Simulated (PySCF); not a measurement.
# The bond of HfBr, level by level

One table from this session's results is given with a row withheld; the runs are named, their logs left out.

Computed with PySCF 2.14.0. Level: Hf def2-TZVPPD with ECP60, Br def2-TZVPPD, scalar-relativistic core potentials.

Set-up of the first run:

A driver script around PySCF takes these settings:

```
atoms                         : Hf, Br
charge                        : 0
basis                         : Hf def2-TZVPPD with ECP60, Br def2-TZVPPD
Hamiltonian                   : scalar-relativistic core potentials
basis functions               : 116
electrons treated             : 47
masses in u                   : 179.9465, 78.9183
levels                        : PBE0, PBE, r²SCAN, B97-3, LDA, TPSS, M06-2X, M06, CAM-B3LYP, HF, MP2, SCS-MP2
grid                          : 80 radial by 434 angular points
occupations                   : held fixed by the projection of orbital angular momentum
dissociation limit            : Hf + Br, each in its ground configuration
starting distance in angstrom : 2.515
values of 2S to try           : 1, 3, 5
```

Command:

```console
$ OMP_NUM_THREADS=2 python dia.py task.json out
```

Steps of the session up to this table: The job; PBE0 along the bond; Excited determinants; PBE (GGA); r²SCAN (meta-GGA); B97-3 (global hybrid GGA); LDA; TPSS (meta-GGA); M06-2X; M06; CAM-B3LYP (range-separated hybrid); ROHF.

One table of the session follows, with a row left open; its other results are not shown here.

Energy (eV) from each level's lowest point:

```
R (Å)   ROHF  ROHF-MP2  ROHF-SCS-MP2    LDA    PBE
2.128  1.687     1.157         1.269  0.922  1.139
2.227  0.843     0.487         0.561  0.348  0.489
2.326  0.344     0.136         0.176  0.071  0.145
2.400  0.133     0.022         0.040  0.000  0.028
2.474      ?         ?             ?      ?      ?
2.548  0.000     0.047         0.031  0.087  0.036
2.647  0.054     0.187         0.152  0.251  0.156
2.771  0.217     0.439         0.386  0.520  0.376
2.919  0.495     0.803         0.731  0.886  0.695
3.117  0.924     1.318         1.230  1.387  1.145
```

Estimate the missing values for R (Å) = 2.474.

Worked estimate for «ROHF». A straight line through the neighbours (2.400, 0.133) and (2.548, 0.000) gives 0.133 + (0.000 − 0.133) × (2.474 − 2.400) / (2.548 − 2.400) = 0.066; a parabola fitted to 4 rows on both sides gives 0.029.

**Answer.** ROHF: 0.027; ROHF-MP2: 0.000; ROHF-SCS-MP2: 0.000; LDA: 0.013; PBE: 0.000. In «ROHF» the line misses by +0.039 and the parabola by +0.002.

Limits of these values: The state is the lowest single determinant that the PBE0 search found; with open d or f shells the true ground state can be another one.
